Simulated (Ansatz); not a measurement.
# CH2STe (SMILES S=C[TeH]): functionals against CCSD(T) at one geometry

Aim: energy, forces and dipole at a structure displaced at random from a GFN2-xTB minimum, from CCSD(T) and from density functionals.

Method: single points in def2-TZVPP; program: Ansatz 0.2.0, Gaussian basis.

Correlated methods freeze the cores. Filled d shells of the heavier atoms are correlated. Core potentials replace the inner electrons past krypton, and spin-orbit coupling is left out.

## Step 1: Starting geometry

SMILES `S=C[TeH]`, 5 atoms, charge 0, spin multiplicity 1.

Atoms are counted from 1 here; the program's logs count them from 0.

Bond lengths: S1–C2 1.700 Å, C2–Te3 2.109 Å, C2–H4 1.059 Å, Te3–H5 1.606 Å. Angles: S1–C2–Te3 123.9°, S1–C2–H4 114.4°, Te3–C2–H4 121.0°, C2–Te3–H5 90.1°.

Coordinates:

```
S    -0.9072   -1.9234   -0.7186
C    -0.2931   -0.5409    0.0561
Te    0.9925    0.8516   -0.8692
H    -0.7250   -0.3404    1.0020
H     1.0517    1.7054    0.4897
```

## Step 2: CCSD(T)/def2-TZVPP

Contents of run/in.yaml:

```yaml
crystal:
  periodic: [false, false, false]
  atoms:
    - {symbol: S, position_ang: [-0.907200, -1.923400, -0.718600]}
    - {symbol: C, position_ang: [-0.293100, -0.540900, 0.056100]}
    - {symbol: Te, position_ang: [0.992500, 0.851600, -0.869200]}
    - {symbol: H, position_ang: [-0.725000, -0.340400, 1.002000]}
    - {symbol: H, position_ang: [1.051700, 1.705400, 0.489700]}
basis:
  gaussian: {orbitals: def2-TZVPP}
correlation: {method: ccsd_t}
output: {forces: true}
```

The command line of these runs was not kept.

## Step 3: PBE0-D4/def2-TZVPP

Changes to run/in.yaml since step 2:

```diff
@@ -10,3 +10,3 @@
   gaussian: {orbitals: def2-TZVPP}
-correlation: {method: ccsd_t}
-output: {forces: true}
+hamiltonian: {xc: pbe0, dispersion: d4}
+output: {forces: true, orbitals: {seedname: orbitals}}
```

## Step 4: wB97M-V/def2-TZVPP

Changes to run/in.yaml since step 3:

```diff
@@ -10,3 +10,3 @@
   gaussian: {orbitals: def2-TZVPP}
-hamiltonian: {xc: pbe0, dispersion: d4}
-output: {forces: true, orbitals: {seedname: orbitals}}
+hamiltonian: {xc: {name: wB97M-V}}
+output: {forces: true}
```

## Step 5: r2SCAN-D4/def2-TZVPP

Changes to run/in.yaml since step 4:

```diff
@@ -10,3 +10,3 @@
   gaussian: {orbitals: def2-TZVPP}
-hamiltonian: {xc: {name: wB97M-V}}
+hamiltonian: {xc: r2scan, dispersion: d4}
 output: {forces: true}
```

## Step 6: PBE-D4/def2-TZVPP

Changes to run/in.yaml since step 5:

```diff
@@ -10,3 +10,3 @@
   gaussian: {orbitals: def2-TZVPP}
-hamiltonian: {xc: r2scan, dispersion: d4}
+hamiltonian: {xc: pbe, dispersion: d4}
 output: {forces: true}
```

## Step 7: revPBE-D4/def2-TZVPP

Changes to run/in.yaml since step 6:

```diff
@@ -10,3 +10,3 @@
   gaussian: {orbitals: def2-TZVPP}
-hamiltonian: {xc: pbe, dispersion: d4}
+hamiltonian: {xc: {name: revPBE}, dispersion: d4}
 output: {forces: true}
```

## Step 8: wB97X-V/def2-TZVPP

Changes to run/in.yaml since step 7:

```diff
@@ -10,3 +10,3 @@
   gaussian: {orbitals: def2-TZVPP}
-hamiltonian: {xc: {name: revPBE}, dispersion: d4}
+hamiltonian: {xc: {name: wB97X-V}}
 output: {forces: true}
```

(Steps that only read results are left out.)

Before running it: what results should come out? Wanted: energy less free atoms, CCSD(T)/def2-TZVPP; RMS force component; RMS force error; HOMO and LUMO, PBE0-D4; T1 diagnostic.

As calculated:

```
                                  quantity                                                                                             value
energy less free atoms, CCSD(T)/def2-TZVPP                                                                                   -336.6 kcal/mol
                       RMS force component                                                              1.120 to 1.416 eV/Å over the methods
                           RMS force error  PBE0-D4 0.240, wB97M-V 0.271, r2SCAN-D4 0.146, PBE-D4 0.183, revPBE-D4 0.197, wB97X-V 0.314 eV/Å
                    HOMO and LUMO, PBE0-D4                                                                                -6.53 and -2.64 eV
                             T1 diagnostic                                                                                             0.018
```

**Reading.** Against CCSD(T) the functionals' energies less atoms differ by -29.0 to -8.5 kcal/mol, PBE-D4 by -29.0 kcal/mol. A larger basis would deepen the CCSD(T) value, while the functionals are nearly converged already, so the order here is not reliable. For forces r2SCAN-D4 does best and wB97X-V worst. Frozen-core CCSD(T) forces in triple zeta carry basis errors of their own, and this is one geometry, so small gaps rank nothing. The restricted Hartree–Fock reference is unstable towards an unrestricted one at one or more of these structures.
